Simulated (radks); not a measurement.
# Hg in [Hg]: an all-electron calculation

One table from this session's results is given with a row withheld; the runs are named, their logs left out.

Method: scalar-relativistic Kohn-Sham, LDA (Slater exchange, Perdew-Wang correlation), spin-polarised, spherical densities, finite nucleus. Code: radks (a radial shooting solver on a logarithmic mesh, Libxc functionals) version 1.

## Starting point

* element: mercury (Z = 80)
* charge: 0
* electrons: 80
* configuration: [Hg]
* nuclear rms radius: 5.4648 fm

The outer shells:

Hg
```
[Xe] core
4f [↑↓][↑↓][↑↓][↑↓][↑↓][↑↓][↑↓]
5d [↑↓][↑↓][↑↓][↑↓][↑↓]
6s [↑↓]
```

The first run:

Settings of this run:

```text
Z 80
configuration [Hg]
relativity scalar-relativistic
functional lda,pw
spin polarised
nucleus finite rms 5.4648 fm
c 137.035999084
```

Command:

```console
$ python run_ks.py task.json out
```

The same process makes all the runs of this session.

One of the session's tables, all rows but one given; the rest of the session is left out.

It belongs to the step «Orbitals and density». Radial moments (bohr):

| level | <r> | outermost maximum (interpolated) | 90 % within | nodes |
| --- | --- | --- | --- | --- |
| 1s | 0.01660 | 0.0102 | 0.0304 | 0 |
| 2s | 0.06998 | 0.0592 | 0.109 | 1 |
| 2p | 0.06330 | 0.0491 | 0.103 | 0 |
| 3s | 0.1808 | 0.167 | 0.265 | 2 |
| 3p | 0.1822 | 0.166 | 0.273 | 1 |
| 3d | 0.1651 | 0.135 | 0.256 | 0 |
| 4s | 0.3996 | 0.376 | 0.573 | 3 |
| 4p | 0.4258 | 0.396 | 0.617 | 2 |
| 4d | 0.4492 | 0.403 | 0.670 | 1 |
| 5s | 0.9006 | 0.827 | 1.29 | 4 |
| 4f | 0.4826 | 0.366 | 0.772 | 0 |
| 5p | ? | ? | ? | ? |
| 5d | 1.501 | 1.16 | 2.35 | 2 |
| 6s | 2.679 | 2.20 | 4.02 | 5 |

Q: Estimate the row for 5p from the others.

As computed: <r>: 1.039; outermost maximum (interpolated): 0.927; 90 % within: 1.51; nodes: 3. In the column «<r>» it lies between 5s (0.9006) and 5d (1.501).
